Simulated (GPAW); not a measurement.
This GPAW 26.7.0 run on TaN needs a look.

Contents of run.py:

```python
from ase.dft.bandgap import bandgap
from ase.io import read, write
from ase.units import GPa
from gpaw import GPAW, PW

atoms = read('POSCAR')

calc = GPAW(mode=PW(800),
            xc='PBE',
            kpts={'size': (10, 10, 10), 'gamma': True},
            occupations={'name': 'fermi-dirac', 'width': 0.05},
            nbands=8,
            convergence={'density': 1e-05, 'energy': 1e-05},
            maxiter=75,
            txt='gpaw.txt')
atoms.calc = calc
energy = atoms.get_potential_energy()
forces = atoms.get_forces()
stress = atoms.get_stress()
calc.write('gs.gpw')
write('result.traj', atoms)
print(f'Energy: {energy:.6f} eV')
print('Forces (eV/A):')
print(forces.round(4))
print('Stress (GPa):', (stress / GPa).round(3))
print('Fermi level:', round(calc.get_fermi_level(), 4), 'eV')
print(f'Gap: {bandgap(calc)[0]:.4f} eV, direct: {bandgap(calc, direct=True)[0]:.4f} eV')
```

The input POSCAR:

```
TaN
1.0
    0.0000000000      2.1790013100      2.1790013100
    2.1790013100      0.0000000000      2.1790013100
    2.1790013100      2.1790013100      0.0000000000
Ta N
1 1
Direct
    0.5000000000      0.5000000000      0.5000000000
    0.0000000000      0.0000000000      0.0000000000
```

Potentials or basis: GPAW PAW data sets (gpaw-data 1.2.1), pw.

Launch:

```sh
$ OMP_NUM_THREADS=1 python run.py
```

gpaw.txt:

```text
__  _  _
 | _ |_)|_||  |
 |__||  | ||/\| - 26.7.0

Input parameters:
  mode=PW(ecut=800.0),
  convergence={'density': 1e-05, 'energy': 1e-05},
  kpts=MonkhorstPack(size=(10, 10, 10), gamma=True),
  maxiter=75,
  nbands=8,
  occupations=Occupations(name='fermi-dirac', width=0.05),
  xc=XC(name='PBE')
```

On the terminal:

```text
ValueError: Too few bands!  Electrons: 18.0, bands: 8
```

Diagnose the run.

The program refused the input. The input holds a flaw that was put in on purpose: fewer bands than the electrons need (nbands = 8).
